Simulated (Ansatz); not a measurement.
# BiTe in Ansatz: the effect of functional

Crystal: BiTe.

```
Bi Te
1.0
     2.38996    1.37985    3.27246
    -2.38996    1.37985    3.27246
     0.00000   -2.75969    3.27246
Bi Te
1 1
Direct
  0.50000 0.50000 0.50000
  0.00000 0.00000 0.00000
```

The cell comes from a database or a generator and needn't be the stable form of this composition.

The cell isn't the ideal one: volume scaled by 0.96.

Alike in all runs:

```yaml
Program: Ansatz 0.2.0
Task: single point
Potentials_or_basis: Ansatz PAW
k_mesh: 7 × 7 × 7
Occupations: fermi-dirac, width 0.05 eV
Spin: no spin polarisation
```

```tsv
functional	cutoff	pressure (GPa)
LDA	420 eV (not typed: the program's choice for these potentials)	-1.5
PBEsol	420 eV (not typed: the program's choice for these potentials)	?
r2SCAN	500 eV (not typed: the program's choice for these potentials)	1.6
```

What does the run with functional PBEsol give?

Pressure -0.3 GPa.

Caveats: the PAW data sets come from PBE, with cores solved anew for the run's functional, which leaves a small shift of forces and pressure.
